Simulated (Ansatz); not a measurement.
# TiAl: energy over the lattice constants a and c

Aim: map the energy of TiAl (P4/mmm, No. 123; 2 atoms in the cell) over two coordinates, and find its wells, ridges and stiffness.

Computed with Ansatz 0.2.0 (DFT PBE, scalar-relativistic, plane waves, PAW, unless a step's input says otherwise).

20 further runs of the same task are left out: 1 for a known fault of the program, 19 set aside as unsound or not needed.

## Step 1: The system as given

The structure is tetragonal, space group P4/mmm (No. 123). The conventional cell has a = 2.822 Å, b = 2.822 Å, c = 4.077 Å, α = 90.00°, β = 90.00°, γ = 90.00°. Ti (site symmetry 4/mmm) has 4 Ti at 2.82 Å and 8 Al at 2.85 Å as nearest neighbours. Al (site symmetry 4/mmm) has 4 Al at 2.82 Å and 8 Ti at 2.85 Å as nearest neighbours.

As a file:

```xyz
2
Lattice="2.8218 0.0000 0.0000 0.0000 2.8218 0.0000 0.0000 0.0000 4.0767" Properties=species:S:1:pos:R:3 pbc="T T T"
Ti    0.0000    0.0000    0.0000
Al    1.4109    1.4109    2.0383
```

This cell was relaxed beforehand with the same method: volume 16.23 Å³/atom, gap on the mesh none (metal).

## Step 2: Setting up the map

The energy is mapped over the lattice constants a and c of the conventional cell.

- lattice constant a (and b): 7 values from 2.681 to 2.963 Å
- lattice constant c: 7 values from 3.587 to 4.566 Å

Nothing else is relaxed (symmetry fixes all fractional coordinates). Energies count from the relaxed crystal. Points are written as (first, second).

## Step 3: The run at (2.775 Å, 4.240 Å)

Contents of input.yaml:

```yaml
crystal:
  lattice:
    - [2.7748, 0.0, 0.0]
    - [0.0, 2.7748, 0.0]
    - [0.0, 0.0, 4.2397]
  atoms:
    - { symbol: Ti, position: [0.0, 0.0, 0.0] }
    - { symbol: Al, position: [0.5, 0.5, 0.5] }
basis:
  ecutwfc: 520.0
kpoints:
  mp_grid: { grid: [16, 16, 12] }
hamiltonian:
  xc: pbe
  pseudopotentials: { kind: paw, azcp: { folder: soft_1 } }
scf:
  occupations: { method: gaussian, width: 0.15 }
output:
  forces: true
  stress: true
  eigenvalues: true
  write_density: true
  write_potential: true
  elf: true
  volumetric_format: npy
```

Started as:

```console
$ ansatz run input.yaml --threads 1 --pin off --max-ram 2048MiB --backend cpu --events-out ev --progress --plain --runs-dir out
```

The session goes on with these runs: the other points that were computed.

Before running it: what results should come out? Wanted: lowest point; highest computed point; pressure.

As calculated:

```
              quantity                                                                               value
          lowest point                                                      (2.822 Å, 4.077 Å), 0 meV/atom
highest computed point                                   (2.681 Å, 3.587 Å), 361 meV/atom above the lowest
        pressure (GPa)  −15.5 at (2.963 Å, 4.566 Å) to 40.2 at (2.681 Å, 3.587 Å); 0.0 at the lowest point
   time for all points                                                    7.9 min on 1 thread, shared host
```

In words: The lowest computed point is at (2.822 Å, 4.077 Å), which is the relaxed crystal itself. The grid shows no other well, apart from its symmetry copies. The highest computed point, (2.681 Å, 3.587 Å), lies 361 meV/atom above the lowest. Round the minimum the valley is somewhat tilted: raising lattice constant a (and b) shifts the best value of lattice constant c downwards (coupling k₁₂/√(k₁₁k₂₂) about 0.6).
